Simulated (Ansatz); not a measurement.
# Cl2H2NNbO: small, medium and large basis sets

One table from this session's results is given with a row withheld; the runs are named, their logs left out.

Method: one geometry, several basis sets; program: Ansatz 0.2.0, Gaussian basis.

Levels to be run: PBE0-D4/def2-SVP; ωB97M-V/def2-SVP; PBE0-D4/def2-QZVPP; ωB97M-V/def2-QZVPP; the functionals' def2-TZVPP values are taken from earlier runs.

### The geometry

An earlier PBE0-D4 in a triple-zeta def2 set relaxation fixed the geometry. Nb takes the def2 core potential; no spin-orbit term is included.

SMILES `[NH2][Nb](=[O])([Cl])[Cl]`, 7 atoms, charge 0, spin multiplicity 1.

Atoms are counted from 1 here; the program's logs count them from 0.

Bond lengths: N1–Nb2 1.939 Å, N1–H6 1.012 Å, N1–H7 1.010 Å, Nb2–O3 1.681 Å, Nb2–Cl4 2.301 Å, Nb2–Cl5 2.301 Å. Angles: Nb2–N1–H6 123.9°, Nb2–N1–H7 125.1°, H6–N1–H7 111.0°, N1–Nb2–O3 103.7°, N1–Nb2–Cl4 110.0°, N1–Nb2–Cl5 110.0°, O3–Nb2–Cl4 110.6°, O3–Nb2–Cl5 110.6°, Cl4–Nb2–Cl5 111.6°.

The first run:

The input, in.yaml:

```yaml
crystal:
  periodic: [false, false, false]
  atoms:
    - {symbol: N, position_ang: [-0.622384, 0.486755, 0.922381]}
    - {symbol: Nb, position_ang: [0.432704, -0.340496, -0.479058]}
    - {symbol: O, position_ang: [1.598223, -1.212538, 0.361756]}
    - {symbol: Cl, position_ang: [-0.888288, -1.749799, -1.729967]}
    - {symbol: Cl, position_ang: [1.416965, 1.280239, -1.783029]}
    - {symbol: H, position_ang: [-1.417281, 1.088528, 0.749154]}
    - {symbol: H, position_ang: [-0.458541, 0.379411, 1.913064]}
basis:
  gaussian: {orbitals: def2-SVP}
hamiltonian: {xc: pbe0, dispersion: d4}
output: {orbitals: {seedname: orbitals}}
```

Among the steps run: PBE0-D4 in def2-SVP; ωB97M-V in def2-SVP; PBE0-D4 in def2-QZVPP; ωB97M-V in def2-QZVPP.

One of the session's tables, all rows but one given; the rest of the session is left out.

It belongs to the step «Functionals by basis». 

```
functional       basis  HOMO (eV)  LUMO (eV)
   PBE0-D4    def2-SVP          ?          ?
   PBE0-D4  def2-TZVPP      -8.79      -2.43
   PBE0-D4  def2-QZVPP      -8.81      -2.44
   ωB97M-V    def2-SVP     -10.93      -0.20
   ωB97M-V  def2-TZVPP     -11.03      -0.33
   ωB97M-V  def2-QZVPP     -11.06      -0.37
```

**Question.** Estimate the row for PBE0-D4, def2-SVP.

**Answer.** HOMO (eV): -8.73; LUMO (eV): -2.34. In the column «HOMO (eV)» it is the highest.
